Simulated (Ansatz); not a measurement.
# Ge2Sb2O: the cost of one run

Program: Ansatz 0.2.0. Level of theory: DFT PBE, scalar-relativistic, plane waves, PAW. These are calculated values, not measurements.

## Step 1: Starting point

It takes space group I4/mmm (No. 139, tetragonal). The conventional cell has a = 4.178 Å, b = 4.178 Å, c = 12.925 Å, α = 90.00°, β = 90.00°, γ = 90.00°. Ge (site symmetry 4mm) has 5 Sb at 2.64 to 2.96 Å as nearest neighbours. Sb (site symmetry 4mm) is surrounded by 1 O at 1.82 Å. O (site symmetry 4/mmm) is surrounded by 2 Sb at 1.82 Å.

Structure file:

```
Ge Sb O
1.0
    -2.08883    2.08883    6.46235
     2.08883   -2.08883    6.46235
     2.08883    2.08883   -6.46235
Ge Sb O
2 2 1
Direct
  0.65472 0.65472 0.00000
  0.34528 0.34528 0.00000
  0.85929 0.85929 0.00000
  0.14071 0.14071 0.00000
  0.00000 0.00000 0.00000
```

A structure generator made this guess: species swapped into a database cell of Ba2ZnN2 (I4/mmm, No. 139), with Ge on the Ba sites, O on the Zn sites and Sb on the N sites. Its size is a rough estimate.

## Step 2: A first look at the guess

File input.yaml:

```yaml
crystal:
  lattice:
    - [-2.08883126, 2.08883126, 6.46234583]
    - [2.08883126, -2.08883126, 6.46234583]
    - [2.08883126, 2.08883126, -6.46234583]
  atoms:
    - { symbol: Ge, position: [0.65471745, 0.65471745, 0.0] }
    - { symbol: Ge, position: [0.34528255, 0.34528255, 0.0] }
    - { symbol: Sb, position: [0.85929483, 0.85929483, 0.0] }
    - { symbol: Sb, position: [0.14070517, 0.14070517, 0.0] }
    - { symbol: O, position: [0.0, 0.0, 0.0] }
basis:
  ecutwfc: 420
kpoints:
  mp_grid: { grid: [6, 6, 6] }
hamiltonian:
  xc: pbe
scf:
  occupations: { method: gaussian, width: 0.1 }
  lower_state_search: "off"
output:
  forces: true
  stress: true
  eigenvalues: true
```

The run is started by

```
> ansatz run input.yaml --threads 1 --pin off --max-ram 2560MiB --backend cpu --events-out ev --progress --plain --runs-dir out
```

Q: Estimate wall time and peak memory on 1 thread of Intel Xeon 6975P-C (Granite Rapids), shared host.

About 4.5 s, with a peak of 0.49 GiB.
